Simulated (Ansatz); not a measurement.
**CH₃FSSi: taking an electron away**

How much energy removes an electron from CH₃FSSi at fixed geometry? The cation is run at each level and the neutral's energy taken from earlier runs.

Method: unrestricted cation, the program's frozen cores in correlated methods; program: Ansatz 0.2.0, Gaussian basis.

The runs, in order: UKS PBE-D4/def2-TZVPP; UKS r2SCAN-D4/def2-TZVPP; UKS PBE0-D4/def2-TZVPP; UKS B3LYP-D4/def2-TZVPP; UKS wB97X-V/def2-TZVPP; UKS wB97M-V/def2-TZVPP; UKS B2PLYP/def2-TZVPP; UHF-CCSD(T)/def2-TZVPP; UHF-CCSD(T)/def2-QZVPP; extrapolation to the limit; then −ε(HOMO) from the neutral's earlier runs with LDA (SPW92), PBE-D4, revPBE-D4, BLYP-D4, r2SCAN-D4, B97M-V, PBE0-D4, B3LYP-D4, r2SCANh-D4, r2SCAN0-D4, HSE06-D4, BHLYP-D4, CAM-B3LYP-D4, LC-ωPBE, ωB97X-V, ωB97M-V.

**1. The relaxed structure**

All runs share one geometry, relaxed beforehand with PBE0-D4 in a triple-zeta def2 set.

7 atoms, charge 0, spin multiplicity 1.

Atoms are counted from 1 here; the program's logs count them from 0.

Bond lengths: C1–S2 1.816 Å, C1–H5 1.088 Å, C1–H6 1.089 Å, C1–H7 1.088 Å, S2–Si3 2.135 Å, Si3–F4 1.621 Å. Angles: S2–C1–H5 110.5°, S2–C1–H6 107.0°, S2–C1–H7 110.5°, H5–C1–H6 109.7°, H5–C1–H7 109.6°, H6–C1–H7 109.7°, C1–S2–Si3 105.9°, S2–Si3–F4 100.4°.

**2. Cation, UKS PBE-D4/def2-TZVPP**

File in.yaml:

```yaml
crystal:
  periodic: [false, false, false]
  atoms:
    - {symbol: C, position_ang: [-0.510330, 0.719339, -0.084693]}
    - {symbol: S, position_ang: [0.966168, 0.425610, 0.931818]}
    - {symbol: Si, position_ang: [1.575028, -1.577123, 0.511562]}
    - {symbol: F, position_ang: [0.440447, -2.009489, -0.562642]}
    - {symbol: H, position_ang: [-1.301842, 0.023185, 0.183704]}
    - {symbol: H, position_ang: [-0.835819, 1.739089, 0.115162]}
    - {symbol: H, position_ang: [-0.272452, 0.611387, -1.140613]}
basis:
  gaussian: {orbitals: def2-TZVPP}
total_charge: 1
magnetization: {spin_polarized: true, initial_magnetization: 1}
hamiltonian: {xc: pbe, dispersion: d4}
```

Launch:

```
> ansatz run in.yaml --threads 2 --pin off --events-out ev --progress --plain --max-ram 22528MiB --backend cpu
```

Further steps of the session: Cation, UKS r2SCAN-D4/def2-TZVPP; Cation, UKS PBE0-D4/def2-TZVPP; Cation, UKS B3LYP-D4/def2-TZVPP; Cation, UKS wB97X-V/def2-TZVPP; Cation, UKS wB97M-V/def2-TZVPP; Cation, UKS B2PLYP (frozen core)/def2-TZVPP; Cation, UHF-CCSD(T)/def2-TZVPP; Cation, UHF-CCSD(T)/def2-QZVPP.

Before running them: what should the planned runs give, taken together? Wanted: ionisation energy, CCSD(T)/CBS; nearest functional by difference; nearest −ε(HOMO); −ε(HOMO) of PBE; T1 of the cation.

As calculated:

| quantity | value |
| --- | --- |
| ionisation energy, CCSD(T)/CBS | 9.44 eV |
| nearest functional by difference | ωB97X-V (-0.12 eV) |
| nearest −ε(HOMO) | ωB97X-V (-0.13 eV) |
| −ε(HOMO) of PBE | 5.96 eV |
| T1 of the cation | 0.022 |

In words: By cation minus neutral, the functionals miss by 0.42 eV at most. The PBE orbital energy is 3.5 eV too small: a semilocal HOMO is no ionisation energy. Among orbital estimates ωB97X-V comes nearest. Hartree-Fock falls 0.96 eV short, as the neutral has more correlation energy than the cation.
